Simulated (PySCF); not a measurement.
# Yb⁵⁰⁺, Yb⁵¹⁺: ionisation energy in even-tempered 16s10p7d4f3g

Wanted: the ionisation energy of ytterbium, up a ladder of methods.

Method: unrestricted determinants in a Gaussian basis, no spin-orbit coupling in the energies. Code: PySCF 2.14.0.

## (1) The system

```
Element                                   : ytterbium (Z = 70)
Basis                                     : an uncontracted even-tempered set (16 s from 12 bohr⁻², ratio 2.5; 10 p from 15 bohr⁻², ratio 2.5; 7 d from 15 bohr⁻², ratio 2.5; 4 f from 53 bohr⁻², ratio 2.7; 3 g from 80 bohr⁻², ratio 2.7)
Hamiltonian                               : the non-relativistic Hamiltonian (point nucleus)
State 1                                   : Yb⁵⁰⁺: [Ar] 3d2, high-spin 3F determinant
State 2                                   : Yb⁵¹⁺: [Ar] 3d1, 2D determinant
Methods                                   : UHF, LDA, PBE, PBE0, r2SCAN, M06-L, M06-2X, MP2
Core shells frozen in the correlated runs : outer shells: [Ne] (for Yb⁵⁰⁺)
```

The outer shells:

Yb50+ [Ar] 3d2
```
[Ar] core
3d [↑ ][↑ ][  ][  ][  ]
```

Yb51+ [Ar] 3d1
```
[Ar] core
3d [↑ ][  ][  ][  ][  ]
```

The runs were made by one driver on top of PySCF. The scripts below sum up each run's settings (the driver also hands on starting orbitals that pick excited configurations, and frozen orbitals as a list rather than a count), and the logs come from the driver's own runs. The driver starts from symmetry-adapted Hartree-Fock orbitals, holds the occupation by maximum overlap and uses a logarithmic radial grid for functionals, so a plain start would take other cycles.

The integrals over 136 functions and the set-up took 0.52 s of CPU time.

## (2) Yb⁵⁰⁺: the ladder of methods

#### UHF

The input, input.py:

```python
from pyscf import gto, scf, dft, mp, cc
mol = gto.M(atom="Yb 0 0 0", charge=50, spin=2, symmetry="D2h",
            basis=gto.etbs([(0, 16, 12, 2.5), (1, 10, 15, 2.5), (2, 7, 15, 2.5), (3, 4, 53, 2.7), (4, 3, 80, 2.7)]))
mf = scf.UHF(mol)
mf.irrep_nelec = {'Ag': (4, 3), 'B1g': (1, 0), 'B1u': (2, 2), 'B2u': (2, 2), 'B3u': (2, 2)}
mf.kernel()
```

Log:

```text
damping factor = 0
level_shift factor = 0
DIIS = <class 'pyscf.scf.diis.CDIIS'>
diis_start_cycle = 1
diis_space = 10
diis_damp = 0
SCF conv_tol = 1e-09
SCF conv_tol_grad = None
number electrons alpha = 11  beta = 9
cycle= 1 E= -11106.8892201747  delta_E= -0.0107  |g|= 0.0481  |ddm|= 0.00936
cycle= 2 E= -11106.8892340711  delta_E= -1.39e-05  |g|= 0.00183  |ddm|= 0.000393
cycle= 3 E= -11106.8892340932  delta_E= -2.21e-08  |g|= 1.18e-05  |ddm|= 1.71e-05
cycle= 4 E= -11106.8892340932  delta_E= 5.46e-12  |g|= 1.08e-07  |ddm|= 1.35e-07
converged SCF energy = -11106.8892340932  <S^2> = 2.00013  2S+1 = 3.0000867
```

It used 6.6 s of CPU time after the integrals (shared host).

The occupied shells:

```csv
shell,electrons,mean orbital energy (eV),spread (eV),rms radius (bohr)
1s α,1,-60515.0,0,0.0250
1s β,1,-60514.5,0,0.0250
2s α,1,-12563.1,0,0.0982
2s β,1,-12542.8,0,0.0982
2p α,3,-12159.0,0,0.0845
2p β,3,-12139.9,0,0.0845
3s α,1,-4875.6,0,0.234
3s β,1,-4858.1,0,0.234
3p α,3,-4704.9,0,0.224
3p β,3,-4681.3,0,0.224
3d α,2,-4462.6,0,0.193
```

⟨S²⟩ = 2.000, ⟨L²⟩ = 12.00.

Spin-orbit constants on these orbitals (cm⁻¹; bare nucleus, screened nucleus, mean field): 3d 207000, 177400, 176900. To first order in LS coupling the lowest level has J = 2 and lies 43.9 eV below the centre of the term.

A non-relativistic calculation at this Z misses sizeable relativistic shifts. Spin-orbit coupling is strong in this species (close to jj coupling), so the high-spin LS determinant is a model state, not a physical level.

#### LDA

Changes to input.py:

```diff
@@ -3,3 +3,3 @@
             basis=gto.etbs([(0, 16, 12, 2.5), (1, 10, 15, 2.5), (2, 7, 15, 2.5), (3, 4, 53, 2.7), (4, 3, 80, 2.7)]))
-mf = scf.UHF(mol)
+mf = dft.UKS(mol, xc="LDA,VWN")
 mf.irrep_nelec = {'Ag': (4, 3), 'B1g': (1, 0), 'B1u': (2, 2), 'B2u': (2, 2), 'B3u': (2, 2)}
```

Log:

```text
damping factor = 0
level_shift factor = 0
DIIS = <class 'pyscf.scf.diis.CDIIS'>
diis_start_cycle = 1
diis_space = 10
diis_damp = 0
SCF conv_tol = 1e-09
SCF conv_tol_grad = None
number electrons alpha = 11  beta = 9
XC functionals = LDA,VWN
    P. A. M. Dirac.,  Math. Proc. Cambridge Philos. Soc. 26, 376 (1930)
    F. Bloch.,  Z. Phys. 57, 545 (1929)
    S. H. Vosko, L. Wilk, and M. Nusair.,  Can. J. Phys. 58, 1200 (1980)
cycle= 1 E= -11099.4748875937  delta_E= -0.0177  |g|= 0.0504  |ddm|= 0.0512
cycle= 2 E= -11099.4748905114  delta_E= -2.92e-06  |g|= 0.00263  |ddm|= 0.000366
cycle= 3 E= -11099.4748905284  delta_E= -1.7e-08  |g|= 9.33e-05  |ddm|= 3.69e-05
cycle= 4 E= -11099.4748905284  delta_E= -6.37e-11  |g|= 1.5e-06  |ddm|= 2.5e-06
converged SCF energy = -11099.4748905284  <S^2> = 2.0000182  2S+1 = 3.0000121
```

CPU time 0.41 s on a shared host, the integrals not counted.

#### PBE

The input, input.py:

```python
from pyscf import gto, scf, dft, mp, cc
mol = gto.M(atom="Yb 0 0 0", charge=50, spin=2, symmetry="D2h",
            basis=gto.etbs([(0, 16, 12, 2.5), (1, 10, 15, 2.5), (2, 7, 15, 2.5), (3, 4, 53, 2.7), (4, 3, 80, 2.7)]))
mf = dft.UKS(mol, xc="PBE")
mf.irrep_nelec = {'Ag': (4, 3), 'B1g': (1, 0), 'B1u': (2, 2), 'B2u': (2, 2), 'B3u': (2, 2)}
mf.kernel()
```

Log:

```text
damping factor = 0
level_shift factor = 0
DIIS = <class 'pyscf.scf.diis.CDIIS'>
diis_start_cycle = 1
diis_space = 10
diis_damp = 0
SCF conv_tol = 1e-09
SCF conv_tol_grad = None
number electrons alpha = 11  beta = 9
XC functionals = PBE
    J. P. Perdew, K. Burke, and M. Ernzerhof.,  Phys. Rev. Lett. 77, 3865 (1996)
    J. P. Perdew, K. Burke, and M. Ernzerhof.,  Phys. Rev. Lett. 78, 1396 (1997)
    J. P. Perdew, K. Burke, and M. Ernzerhof.,  Phys. Rev. Lett. 77, 3865 (1996)
    J. P. Perdew, K. Burke, and M. Ernzerhof.,  Phys. Rev. Lett. 78, 1396 (1997)
cycle= 1 E= -11107.3159560068  delta_E= -0.0105  |g|= 0.0156  |ddm|= 0.0355
cycle= 2 E= -11107.3159569719  delta_E= -9.65e-07  |g|= 0.000691  |ddm|= 0.000534
cycle= 3 E= -11107.3159569754  delta_E= -3.51e-09  |g|= 6.93e-05  |ddm|= 2.82e-05
cycle= 4 E= -11107.3159569754  delta_E= -2.55e-11  |g|= 7.38e-07  |ddm|= 1.81e-06
converged SCF energy = -11107.3159569754  <S^2> = 2.0000275  2S+1 = 3.0000183
```

It used 0.61 s of CPU time after the integrals (shared host).

#### PBE0

The input, input.py:

```python
from pyscf import gto, scf, dft, mp, cc
mol = gto.M(atom="Yb 0 0 0", charge=50, spin=2, symmetry="D2h",
            basis=gto.etbs([(0, 16, 12, 2.5), (1, 10, 15, 2.5), (2, 7, 15, 2.5), (3, 4, 53, 2.7), (4, 3, 80, 2.7)]))
mf = dft.UKS(mol, xc="PBE0")
mf.irrep_nelec = {'Ag': (4, 3), 'B1g': (1, 0), 'B1u': (2, 2), 'B2u': (2, 2), 'B3u': (2, 2)}
mf.kernel()
```

Log:

```text
damping factor = 0
level_shift factor = 0
DIIS = <class 'pyscf.scf.diis.CDIIS'>
diis_start_cycle = 1
diis_space = 10
diis_damp = 0
SCF conv_tol = 1e-09
SCF conv_tol_grad = None
number electrons alpha = 11  beta = 9
XC functionals = PBE0
    C. Adamo and V. Barone.,  J. Chem. Phys. 110, 6158 (1999)
    M. Ernzerhof and G. E. Scuseria.,  J. Chem. Phys. 110, 5029 (1999)
cycle= 1 E= -11107.4599905145  delta_E= -0.00767  |g|= 0.0178  |ddm|= 0.0257
cycle= 2 E= -11107.4599918665  delta_E= -1.35e-06  |g|= 0.000481  |ddm|= 0.000599
cycle= 3 E= -11107.4599918679  delta_E= -1.46e-09  |g|= 4.48e-05  |ddm|= 1.33e-05
cycle= 4 E= -11107.4599918679  delta_E= -2.55e-11  |g|= 6.44e-07  |ddm|= 1.12e-06
converged SCF energy = -11107.4599918679  <S^2> = 2.0000448  2S+1 = 3.0000299
```

It used 1.6 s of CPU time after the integrals (shared host).

#### r2SCAN

The input, input.py:

```python
from pyscf import gto, scf, dft, mp, cc
mol = gto.M(atom="Yb 0 0 0", charge=50, spin=2, symmetry="D2h",
            basis=gto.etbs([(0, 16, 12, 2.5), (1, 10, 15, 2.5), (2, 7, 15, 2.5), (3, 4, 53, 2.7), (4, 3, 80, 2.7)]))
mf = dft.UKS(mol, xc="R2SCAN")
mf.irrep_nelec = {'Ag': (4, 3), 'B1g': (1, 0), 'B1u': (2, 2), 'B2u': (2, 2), 'B3u': (2, 2)}
mf.kernel()
```

Log:

```text
damping factor = 0
level_shift factor = 0
DIIS = <class 'pyscf.scf.diis.CDIIS'>
diis_start_cycle = 1
diis_space = 10
diis_damp = 0
SCF conv_tol = 1e-09
SCF conv_tol_grad = None
number electrons alpha = 11  beta = 9
XC functionals = R2SCAN
    J. W. Furness, A. D. Kaplan, J. Ning, J. P. Perdew, and J. Sun.,  J. Phys. Chem. Lett. 11, 8208-8215 (2020)
    J. W. Furness, A. D. Kaplan, J. Ning, J. P. Perdew, and J. Sun.,  J. Phys. Chem. Lett. 11, 9248-9248 (2020)
    J. W. Furness, A. D. Kaplan, J. Ning, J. P. Perdew, and J. Sun.,  J. Phys. Chem. Lett. 11, 8208-8215 (2020)
    J. W. Furness, A. D. Kaplan, J. Ning, J. P. Perdew, and J. Sun.,  J. Phys. Chem. Lett. 11, 9248-9248 (2020)
cycle= 1 E= -11107.9367587807  delta_E= -0.00907  |g|= 0.0193  |ddm|= 0.0257
cycle= 2 E= -11107.9367600157  delta_E= -1.23e-06  |g|= 0.000442  |ddm|= 0.000353
cycle= 3 E= -11107.9367600165  delta_E= -8.39e-10  |g|= 3.37e-05  |ddm|= 1.01e-05
cycle= 4 E= -11107.9367600165  delta_E= -2e-11  |g|= 3.06e-07  |ddm|= 7.26e-07
converged SCF energy = -11107.9367600165  <S^2> = 2.0000552  2S+1 = 3.0000368
```

It used 1.3 s of CPU time after the integrals (shared host).

#### M06-L

The input, input.py:

```python
from pyscf import gto, scf, dft, mp, cc
mol = gto.M(atom="Yb 0 0 0", charge=50, spin=2, symmetry="D2h",
            basis=gto.etbs([(0, 16, 12, 2.5), (1, 10, 15, 2.5), (2, 7, 15, 2.5), (3, 4, 53, 2.7), (4, 3, 80, 2.7)]))
mf = dft.UKS(mol, xc="M06L")
mf.irrep_nelec = {'Ag': (4, 3), 'B1g': (1, 0), 'B1u': (2, 2), 'B2u': (2, 2), 'B3u': (2, 2)}
mf.kernel()
```

Log:

```text
damping factor = 0
level_shift factor = 0
DIIS = <class 'pyscf.scf.diis.CDIIS'>
diis_start_cycle = 1
diis_space = 10
diis_damp = 0
SCF conv_tol = 1e-09
SCF conv_tol_grad = None
number electrons alpha = 11  beta = 9
XC functionals = M06L
    Y. Zhao and D. G. Truhlar.,  J. Chem. Phys. 125, 194101 (2006)
    Y. Zhao and D. G. Truhlar.,  J. Chem. Phys. 125, 194101 (2006)
    Y. Zhao and D. G. Truhlar.,  Theor. Chem. Acc. 120, 215 (2008)
cycle= 1 E= -11107.64714071  delta_E= -0.00923  |g|= 0.201  |ddm|= 0.0207
cycle= 2 E= -11107.6471416374  delta_E= -9.27e-07  |g|= 0.00256  |ddm|= 0.000189
cycle= 3 E= -11107.6471416377  delta_E= -3.11e-10  |g|= 4.43e-05  |ddm|= 5.02e-06
cycle= 4 E= -11107.6471416377  delta_E= 1.64e-11  |g|= 6.68e-07  |ddm|= 1.53e-07
converged SCF energy = -11107.6471416377  <S^2> = 2.0000568  2S+1 = 3.0000379
```

CPU time 1.3 s on a shared host, the integrals not counted.

#### M06-2X

The input, input.py:

```python
from pyscf import gto, scf, dft, mp, cc
mol = gto.M(atom="Yb 0 0 0", charge=50, spin=2, symmetry="D2h",
            basis=gto.etbs([(0, 16, 12, 2.5), (1, 10, 15, 2.5), (2, 7, 15, 2.5), (3, 4, 53, 2.7), (4, 3, 80, 2.7)]))
mf = dft.UKS(mol, xc="M062X")
mf.irrep_nelec = {'Ag': (4, 3), 'B1g': (1, 0), 'B1u': (2, 2), 'B2u': (2, 2), 'B3u': (2, 2)}
mf.kernel()
```

Log:

```text
damping factor = 0
level_shift factor = 0
DIIS = <class 'pyscf.scf.diis.CDIIS'>
diis_start_cycle = 1
diis_space = 10
diis_damp = 0
SCF conv_tol = 1e-09
SCF conv_tol_grad = None
number electrons alpha = 11  beta = 9
XC functionals = M062X
    Y. Zhao and D. G. Truhlar.,  Theor. Chem. Acc. 120, 215 (2008)
    Y. Zhao and D. G. Truhlar.,  Theor. Chem. Acc. 120, 215 (2008)
cycle= 1 E= -11108.253360177  delta_E= -0.0166  |g|= 0.0963  |ddm|= 0.0297
cycle= 2 E= -11108.2533655746  delta_E= -5.4e-06  |g|= 0.00241  |ddm|= 0.00129
cycle= 3 E= -11108.2533655936  delta_E= -1.9e-08  |g|= 0.00018  |ddm|= 3.6e-05
cycle= 4 E= -11108.2533655938  delta_E= -1.22e-10  |g|= 1.22e-06  |ddm|= 3.64e-06
converged SCF energy = -11108.2533655938  <S^2> = 2.0000367  2S+1 = 3.0000245
```

CPU time 2.3 s on a shared host, the integrals not counted.

#### MP2 (outer shells)

The input, input.py:

```python
from pyscf import gto, scf, dft, mp, cc
mol = gto.M(atom="Yb 0 0 0", charge=50, spin=2, symmetry="D2h",
            basis=gto.etbs([(0, 16, 12, 2.5), (1, 10, 15, 2.5), (2, 7, 15, 2.5), (3, 4, 53, 2.7), (4, 3, 80, 2.7)]))
mf = scf.UHF(mol)
mf.irrep_nelec = {'Ag': (4, 3), 'B1g': (1, 0), 'B1u': (2, 2), 'B2u': (2, 2), 'B3u': (2, 2)}
mf.kernel()
mp.UMP2(mf, frozen=5).kernel()
```

This step left no log, only its results.

It used 1.1 s of CPU time after the integrals (shared host).

With 10 electrons correlated, the MP2 correlation energy is -0.51103 hartree (-0.13713 same spin, -0.37390 opposite spin); the SCS form gives -0.49439. Largest pairs of shells: 3p-3p -0.3148, 3p-3d -0.1062, 3s-3p -0.0517, 3s-3d -0.0195, 3s-3s -0.0137.

Radial density 4πr²ρ of Yb⁵⁰⁺ at UHF:

```csv
r (bohr),density,spin density
0.000383,0.429,0.000
0.000645,1.17,0.000
0.00108,3.11,0.000
0.00182,7.93,0.000
0.00307,18.9,0.000
0.00516,39.9,0.000
0.00868,69.4,-0.001
0.0146,89.1,0.002
0.0246,82.6,0.040
0.0413,93.3,0.459
0.0695,111,3.173
0.117,57.3,10.328
0.197,60.9,9.961
0.331,11.8,1.270
0.556,0.108,0.010
```

[end of part 1 of 2]
